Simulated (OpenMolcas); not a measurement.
# MoO3 (SMILES [O]=[Mo](=[O])=[O]) at BPBE/ANO-RCC-VDZP (DKH2)

What is the vertical ionisation energy of MoO3 at BPBE/ANO-RCC-VDZP (DKH2)? 

The results are computed with OpenMolcas 26.06.

## (1) The system as given

The species is MoO3 (4 atoms), meant as a singlet with charge 0. SMILES: `[O]=[Mo](=[O])=[O]`. The coordinates come from a PBE0-D4/def2-TZVP relaxation.

Bond lengths: O1–Mo2 1.692 Å, Mo2–O3 1.692 Å, Mo2–O4 1.692 Å. Angles: O1–Mo2–O3 110.3°, O1–Mo2–O4 110.3°, O3–Mo2–O4 110.3°.

## (2) A single-point energy at BPBE/ANO-RCC-VDZP (DKH2)

job.input reads:

```
&GATEWAY
 COORD
 4
 bohr
 O     -1.82925489    -0.28308097     2.38577923
 Mo    -0.26097118    -0.63589284    -0.37851214
 O      2.84781727    -1.14819759     0.16780768
 O     -0.65233346     1.95322092    -2.21362518
 BASIS=ANO-RCC-VDZP
 GROUP=NoSym

&SEWARD
 RELATIVISTIC=R02O02
 EXPERT

&SCF
 KSDFT=BPBE
 PRORBITALS=0
```

Launch:

```sh
$ export MOLCAS_MEM=1860
$ pymolcas job.input > job.log
```

The program printed (excerpt; [...] marks lines left out):

```text
--- Start Module: gateway ---
[...]
--- Stop Module: gateway /rc=_RC_ALL_IS_WELL_ ---
--- Start Module: seward ---
[...]
 ###    WARNING:  EXPERT option is ON!                                       ###
 ###############################################################################
               SEWARD will generate:
[...]
      Basis functions           85
--- Stop Module: seward /rc=_RC_ALL_IS_WELL_ ---
[...]
--- Start Module: scf ---
[...]
       Convergence after  14 Iterations
[...]
::    Total KS-DFT energy                           -4274.1089163666
[...]
      Total spin, S                                     0.0000000000
[...]
      Total electronic charge=   66.000000
      Total            charge=   -0.000000
[...]
      Dipole Moment (debye):
      Origin of the operator (angstrom)=   -0.0714   -0.1955   -0.1147
                   X= -1.7673E+00               Y= -3.7363E+00               Z= -2.2693E+00           Total=  4.7152E+00
      Quadrupole Moment (debye*angstrom):
[...]
--- Stop Module: scf /rc=_RC_ALL_IS_WELL_ ---
[...]
```

Wall time 25 s (1 thread of Arm Neoverse V1, shared host); peak memory 0.52 GiB.

## (3) The doublet cation, same level

job.input reads:

```
* MoO3 Kohn-Sham DFT

&GATEWAY
  Coord
  4
  bohr
  O     -1.82925489    -0.28308097     2.38577923
  Mo    -0.26097118    -0.63589284    -0.37851214
  O      2.84781727    -1.14819759     0.16780768
  O     -0.65233346     1.95322092    -2.21362518
  Basis=ANO-RCC-VDZP
  Group=NoSym

&SEWARD
  Relativistic=R02O02
  Expert

&SCF
  UHF
  Charge=1
  Spin=2
  KSDFT=BPBE
  PrOrbitals=0
```

Launch:

```sh
$ export MOLCAS_MEM=1860
$ pymolcas job.input > job.log
```

The program printed (excerpt; [...] marks lines left out):

```text
--- Start Module: gateway ---
[...]
--- Stop Module: gateway /rc=_RC_ALL_IS_WELL_ ---
--- Start Module: seward ---
[...]
 ###    WARNING:  EXPERT option is ON!                                       ###
 ###############################################################################
               SEWARD will generate:
[...]
      Basis functions           85
--- Stop Module: seward /rc=_RC_ALL_IS_WELL_ ---
[...]
--- Start Module: scf ---
[...]
       Convergence after  43 Iterations
[...]
::    Total KS-DFT energy                           -4273.6978479750
[...]
      Total spin, S                                     0.5078389804
[...]
      Total electronic charge=   65.000000
      Total            charge=    1.000000
[...]
      Dipole Moment (debye):
      Origin of the operator (angstrom)=   -0.0714   -0.1955   -0.1147
                   X= -1.3420E+00               Y= -2.8384E+00               Z= -1.7232E+00           Total=  3.5815E+00
      Center of Charge (angstrom)
[...]
--- Stop Module: scf /rc=_RC_ALL_IS_WELL_ ---
[...]
```

Wall time 46 s (1 thread of Arm Neoverse V1, shared host); peak memory 0.52 GiB.

## (4) Outcome

At BPBE/ANO-RCC-VDZP (DKH2):

| quantity | value |
| --- | --- |
| singlet MoO3: total energy | -4274.10892 Eh |
| singlet MoO3: dipole moment | 4.72 D |
| singlet MoO3: HOMO energy | -7.59 eV |
| singlet MoO3: LUMO energy | -5.41 eV |
| singlet MoO3: HOMO–LUMO gap | 2.17 eV |
| doublet cation: total energy | -4273.69785 Eh |
| doublet cation: HOMO energy (highest over α and β) | -15.14 eV |
| doublet cation: LUMO energy (lowest over α and β) | -14.80 eV |
| doublet cation: ⟨S²⟩ | 0.766 |
| vertical ionisation energy (to the doublet cation) | 11.186 eV |

In words: Removing an electron at fixed nuclei costs 11.19 eV (258 kcal/mol). The negative HOMO energy of the first species, 7.59 eV, lies 3.60 eV below that difference. Mulliken charges (singlet MoO3) run from -0.45 on O1 to +1.35 on Mo2; they depend strongly on the basis. Mulliken charges (doublet cation) run from -0.19 on O1 to +1.56 on Mo2; they depend strongly on the basis.
